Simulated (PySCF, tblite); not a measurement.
# C₅H₄F₃O radical: geometry, infrared bands and EPR parameters

Aim: predict the infrared bands and EPR parameters of C₅H₄F₃O radical (`O[C](C1C=C1)C(F)(F)F`).

Computed with tblite 0.8.0 and PySCF 2.14.0, with density-fitted response routines of our own, on a single molecule in the gas phase. Atoms count from 0, in the outputs and in this text.

## Step 1: Starting geometry

13 atoms, charge 0, multiplicity 2; geometry from: force field or distance geometry start.

Bonds of the start (Å): O0–C1 1.39, C1–C2 1.54, C2–C3 1.50, C3–C4 1.34, C1–C5 1.51, C5–F6 1.37, C5–F7 1.41, C5–F8 1.38, C4–C2 1.50, O0–H9 1.01, C2–H10 1.11, C3–H11 1.10, C4–H12 1.10.

## Step 2: Optimising the geometry with GFN2-xTB

What the job is given:

```
{"job": {"kind": "relax", "xc": "GFN2-xTB", "basis": "xTB"}, "charge": 0, "multiplicity": 2}
O     -1.436100    -1.288600     0.603700
C     -0.572500    -0.746500    -0.344400
C      0.788800    -0.680400     0.364700
C      1.917400    -0.022100    -0.370700
C      1.316900     0.703300     0.582400
C     -1.071100     0.646200    -0.657600
F     -2.336600     0.530500    -1.162600
F     -1.220700     1.351700     0.552300
F     -0.170200     1.273500    -1.485700
H     -2.148400    -1.841500     0.156000
H      1.019800    -1.452200     1.127800
H      2.702700    -0.104400    -1.129900
H      1.205600     1.631000     1.162400
```

Run with:

```
$ OMP_NUM_THREADS=1 python probes_run.py task.json out
```

The driver reads the jobs from task.json and runs them one after another.

Standard output:

```text
step      E/eV     max force
  0    -838.40613    3.411
  1    -838.85218    1.806
  2    -839.05150    2.164
  3    -839.15784    1.370
  4    -839.21812    0.700
  5    -839.27651    0.655
  6    -839.31852    0.749
  7    -839.35542    0.704
  8    -839.39554    0.553
  9    -839.44139    0.517
 10    -839.49178    0.540
 11    -839.52848    0.347
 12    -839.54572    0.421
 13    -839.55479    0.496
 14    -839.56648    0.364
 15    -839.57759    0.272
 16    -839.59273    0.257
 17    -839.60002    0.236
 18    -839.61206    0.270
 19    -839.61910    0.216
 20    -839.62383    0.150
 21    -839.62642    0.145
 22    -839.62853    0.122
 23    -839.62996    0.083
 24    -839.63086    0.061
 25    -839.63141    0.072
 26    -839.63189    0.071
 27    -839.63240    0.070
 28    -839.63301    0.066
 29    -839.63370    0.082
 30    -839.63449    0.085
 31    -839.63543    0.080
 32    -839.63642    0.076
 33    -839.63725    0.080
 34    -839.63787    0.077
 35    -839.63846    0.063
 36    -839.63915    0.070
 37    -839.63985    0.079
 38    -839.64035    0.061
 39    -839.64067    0.049
 40    -839.64092    0.049
 41    -839.64120    0.050
 42    -839.64154    0.064
 43    -839.64194    0.065
 44    -839.64238    0.075
 45    -839.64278    0.058
 46    -839.64308    0.040
 47    -839.64333    0.047
 48    -839.64363    0.050
 49    -839.64406    0.061
 50    -839.64463    0.067
 51    -839.64525    0.058
 52    -839.64577    0.066
 53    -839.64621    0.064
 54    -839.64674    0.062
 55    -839.64742    0.068
 56    -839.64808    0.056
 57    -839.64853    0.044
 58    -839.64880    0.065
 59    -839.64910    0.072
 60    -839.64945    0.055
 61    -839.65010    0.049
 62    -839.65036    0.057
 63    -839.65099    0.066
 64    -839.65145    0.056
 65    -839.65176    0.040
 66    -839.65186    0.027
 67    -839.65194    0.026
 68    -839.65204    0.029
 69    -839.65219    0.034
 70    -839.65240    0.032
 71    -839.65256    0.021
 72    -839.65264    0.021
 73    -839.65269    0.017
 74    -839.65273    0.021
 75    -839.65284    0.026
 76    -839.65301    0.025
 77    -839.65316    0.024
 78    -839.65325    0.017
 79    -839.65331    0.018
 80    -839.65336    0.016
 81    -839.65341    0.014
 82    -839.65345    0.011
 83    -839.65346    0.010
```

Wall time 0.33 s (1 thread of Intel Xeon 6975P-C, shared host).

The steps of the relaxation: (not every step is listed)

| step | energy from step 0 (eV) | largest force (eV/Å) |
| --- | --- | --- |
| 0 | 0.0000 | 3.4108 |
| 1 | -0.4461 | 1.8064 |
| 2 | -0.6454 | 2.1636 |
| 3 | -0.7517 | 1.3700 |
| 4 | -0.8120 | 0.6998 |
| 5 | -0.8704 | 0.6554 |
| 6 | -0.9124 | 0.7493 |
| 7 | -0.9493 | 0.7042 |
| 8 | -0.9894 | 0.5529 |
| 15 | -1.1715 | 0.2720 |
| 22 | -1.2224 | 0.1220 |
| 29 | -1.2276 | 0.0821 |
| 36 | -1.2330 | 0.0701 |
| 43 | -1.2358 | 0.0655 |
| 50 | -1.2385 | 0.0669 |
| 57 | -1.2424 | 0.0438 |
| 64 | -1.2453 | 0.0555 |
| 71 | -1.2464 | 0.0208 |
| 78 | -1.2471 | 0.0168 |
| 79 | -1.2472 | 0.0182 |
| 80 | -1.2472 | 0.0164 |
| 81 | -1.2473 | 0.0136 |
| 82 | -1.2473 | 0.0114 |
| 83 | -1.2473 | 0.0102 |

Distances of close pairs at the start and the end, largest changes first:

| bond | before (Å) | after (Å) | change (Å) |
| --- | --- | --- | --- |
| C1–C2 | 1.536 | 1.451 | -0.085 |
| C5–F7 | 1.409 | 1.359 | -0.050 |
| C3–C4 | 1.340 | 1.295 | -0.045 |
| O0–H9 | 1.007 | 0.966 | -0.040 |
| C4–H12 | 1.100 | 1.061 | -0.038 |
| C1–C5 | 1.512 | 1.477 | -0.035 |
| C3–H11 | 1.095 | 1.061 | -0.034 |
| O0–C1 | 1.392 | 1.366 | -0.026 |

The next job starts from the end point, and lists it.

## Step 3: Infrared spectrum with GFN2-xTB

What the job is given:

```
{"job": {"kind": "ir", "xc": "GFN2-xTB", "basis": "xTB"}, "charge": 0, "multiplicity": 2}
O     -1.359468    -1.667133     0.347839
C     -0.564631    -0.593226     0.061919
C      0.822321    -0.614155     0.489325
C      1.882191     0.142904    -0.293055
C      1.542960     0.678192     0.835861
C     -1.135191     0.563578    -0.657381
F     -2.430734     0.369935    -0.967748
F     -1.084768     1.727897     0.040981
F     -0.504620     0.850894    -1.824364
H     -2.256899    -1.529462     0.016544
H      1.080024    -1.533986     1.002659
H      2.417813     0.147861    -1.209448
H      1.586612     1.457188     1.555396
```

Standard output:

```text
mode    cm-1     km/mol
  1      32.6      1.03
  2      79.0      0.04
  3     111.5      0.09
  4     129.1      2.34
  5     268.7      3.76
  6     295.9     15.49
  7     337.7    137.05
  8     342.8     17.57
  9     421.8      0.01
 10     438.1      2.32
 11     507.9     19.49
 12     516.3     25.80
 13     565.2      3.66
 14     651.6      1.40
 15     710.6     23.45
 16     747.5     60.39
 17     768.0      0.13
 18     895.6      2.56
 19     897.1      6.17
 20     922.9    315.81
 21     995.2    218.47
 22     999.5     40.74
 23    1040.7    124.49
 24    1131.6    158.49
 25    1160.3    171.32
 26    1253.9     37.82
 27    1348.0     38.79
 28    1382.2    165.65
 29    1768.2     22.68
 30    3027.2     25.27
 31    3226.1      0.04
 32    3250.0      0.08
 33    3489.8     79.74
```

It took 0.26 s on 1 thread of Intel Xeon 6975P-C, shared host.

Which atoms move in the most intense modes:

| cm⁻¹ | km/mol | atoms |
| --- | --- | --- |
| 338 | 137.1 | H9 83 % |
| 923 | 315.8 | C5 70 %, F7 13 %, F8 11 % |
| 995 | 218.5 | C5 65 % |
| 1041 | 124.5 | C5 38 %, C2 16 %, F6 16 %, H9 13 % |
| 1132 | 158.5 | C2 27 %, C5 24 %, C3 11 %, C4 10 % |
| 1160 | 171.3 | H9 46 %, C2 13 %, H10 13 % |
| 1382 | 165.7 | C1 55 %, H10 15 %, O0 14 %, C2 11 % |
| 3490 | 79.7 | H9 94 % |

## Step 4: EPR parameters: B3LYP/pcH-1

Same as in step 3 but for these lines:

```diff
@@ -1,2 +1,2 @@
-{"job": {"kind": "ir", "xc": "GFN2-xTB", "basis": "xTB"}, "charge": 0, "multiplicity": 2}
+{"job": {"kind": "epr", "basis": "pcH-1"}, "charge": 0, "multiplicity": 2}
 O     -1.359468    -1.667133     0.347839
```

With the program's defaults for keys left out, this is: UKS B3LYP, pcH-1 on C F H O, non-relativistic, mean-field spin-orbit, GIAO.

Standard output:

```text
UKS, coarse grid
  cycle   1  E = -567.37092907  |g| = 7.87e-01
  cycle   2  E = -567.02587605  |g| = 1.33e+00
  cycle   3  E = -567.57234213  |g| = 9.48e-02
  cycle   4  E = -567.57502888  |g| = 6.14e-02
  cycle   5  E = -567.57645925  |g| = 1.39e-02
  cycle   6  E = -567.57653030  |g| = 4.28e-03
  cycle   7  E = -567.57654027  |g| = 1.51e-03
  cycle   8  E = -567.57654190  |g| = 8.11e-04
UKS, final grid
  cycle   1  E = -567.57648928  |g| = 1.08e-03
  cycle   2  E = -567.57648872  |g| = 1.61e-03
  cycle   3  E = -567.57648976  |g| = 1.26e-04
  cycle   4  E = -567.57648976  |g| = 4.13e-05
  cycle   5  E = -567.57648977  |g| = 2.81e-05
E = -567.57648977 Eh   <S^2> = 0.7545 (exact 0.7500)
g shifts (ppm)      1          2          3
  rmc          -227       -227       -227
  gc             22         49         65
  oz_so        -474        665       1765
  total        -680        487       1603
hyperfine (MHz)  atom isotope    a_iso     a_fc   dipolar eigenvalues
    0   17O     -21.54     -21.54    -67.51     32.26     35.25
    1   13C      75.56      75.56    -70.69    -69.90    140.59
    2   13C     -35.12     -35.12     -2.41     -0.93      3.34
    3   13C      55.58      55.58     -7.33     -6.70     14.03
    4   13C      56.56      56.56     -7.48     -6.77     14.25
    5   13C     -35.95     -35.95     -4.60     -0.65      5.24
    6   19F      -1.69      -1.69    -15.13     -8.04     23.17
    7   19F     177.75     177.75    -63.46    -60.70    124.16
    8   19F     170.65     170.65    -60.93    -58.41    119.33
    9    1H     -12.59     -12.59    -12.96     -8.83     21.78
   10    1H      -0.22      -0.22     -4.07     -2.27      6.35
   11    1H      17.91      17.91     -3.50     -1.65      5.15
   12    1H      17.72      17.72     -3.55     -1.64      5.19
```

Wall time 40 s (1 thread of Intel Xeon 6975P-C, shared host); peak memory 1 GiB.

Principal g values 2.00164, 2.00281, 2.00392; g(iso) = 2.00279, against 2.00232 for a free electron.

Hyperfine couplings; where a row names several nuclei, a(iso) is their mean (it holds for fast rotation or exchange) and the dipolar term the largest among them:

| nuclei | isotope | a(iso) (MHz) | a(iso) (G, at g = 2.0023) | largest dipolar term (MHz) |
| --- | --- | --- | --- | --- |
| F6, F7, F8 | 19F | 115.6 | 41.2 | 124.2 |
| C1 | 13C | 75.6 | 27.0 | 140.6 |
| C3, C4 | 13C | 56.1 | 20.0 | 14.2 |
| C5 | 13C | -35.9 | -12.8 | 5.2 |
| C2 | 13C | -35.1 | -12.5 | 3.3 |
| O0 | 17O | -21.5 | -7.7 | -67.5 |
| H11, H12 | 1H | 17.8 | 6.4 | 5.2 |
| H9 | 1H | -12.6 | -4.5 | 21.8 |
| H10 | 1H | -0.2 | -0.1 | 6.3 |

Mulliken spin populations:

O0 0.13; C1 0.75; C2 -0.08; C3 0.06; C4 0.07; C5 0.00; F6 0.00; F7 0.02; F8 0.02; H9 0.00; H10 0.00; H11 0.01; H12 0.01

In first order the couplings over 0.8 MHz of 19F, 1H give 24 distinct lines over 140.9 G, if the averaged nuclei exchange fast; the same motion can average rows kept apart here too.

The fields below are evaluated on a grid from the run's orbitals.

ELF in a plane through or near 7 of the atoms.

Values, 10 rows by 14 columns:
```
0.00 0.00 0.00 0.00 0.00 0.00 0.00 0.00 0.00 0.00 0.00 0.00 0.00 0.00
0.00 0.00 0.00 0.00 0.00 0.07 0.05 0.00 0.01 0.03 0.00 0.00 0.00 0.00
0.00 0.00 0.00 0.00 0.20 0.99 0.94 0.01 0.61 0.72 0.15 0.01 0.00 0.00
0.00 0.00 0.03 0.05 0.04 0.96 0.88 0.10 0.73 0.45 0.91 0.71 0.01 0.00
0.00 0.00 0.40 0.71 0.54 0.35 0.18 0.49 0.22 0.42 0.63 0.13 0.00 0.00
0.00 0.00 0.15 0.60 0.90 0.70 0.09 0.44 0.92 0.34 0.82 0.64 0.06 0.00
0.00 0.00 0.01 0.09 0.50 0.68 0.02 0.19 0.19 0.65 0.51 0.72 0.06 0.00
0.00 0.00 0.00 0.00 0.04 0.03 0.00 0.05 0.05 0.01 0.32 0.18 0.00 0.00
0.00 0.00 0.00 0.00 0.00 0.00 0.00 0.00 0.00 0.00 0.00 0.00 0.00 0.00
0.00 0.00 0.00 0.00 0.00 0.00 0.00 0.00 0.00 0.00 0.00 0.00 0.00 0.00
```
The map spans 10.1 Å across and 9.0 Å up, centred on the molecule. Atoms in the plane (x, y in Å): O0 (1.5, 1.6), C1 (0.6, 0.5), C2 (-0.8, 0.9), C5 (1.1, -0.9), F6 (2.5, -0.9), H9 (2.4, 1.2), H10 (-1.0, 1.9).

On the surface of density 0.002 e/bohr³ the electrostatic potential runs, from the 1st to the 99th percentile, from -0.92 V near O0 to 2.42 V near H9.

The spin density lies nearest to C1 54 %; O0 15 %.

## Step 5: Summary of results

| quantity | value |
| --- | --- |
| strongest single infrared mode (GFN2-xTB) | 923 cm⁻¹, 316 km/mol |
| zero-point energy (GFN2-xTB) | 48.2 kcal/mol |
| g(iso) (B3LYP) | 2.00279 |
| ⟨S²⟩ | 0.754 (exact 0.75) |
| largest a(iso) (averaged by class) | 19F on F6, F7, F8, 115.6 MHz |
| potential on the surface of density 0.002 e/bohr³, 1st and 99th percentile | -0.92 V and 2.42 V |

In words: Over 83 steps the energy fell by 1.247 eV; of the close pairs, C1–C2 changed most, 1.536 to 1.451 Å. No mode is imaginary among the 33: a minimum at this level. The strongest single mode, at 923 cm⁻¹, moves mainly C5. GFN2-xTB is a fitted tight-binding method: band positions and strengths are rough. Its intensities can rank the bands wrongly. C1 carries the largest spin population, 0.75 e. The isotropic g lies 0.5 ppt above the free-electron value. These values are for one conformer; the search (at its own cheap level) found 2 more, at 0.00, 0.90 kcal/mol (those within 0.05 may be mirror or relabelled copies), and measured spectra average over such forms.
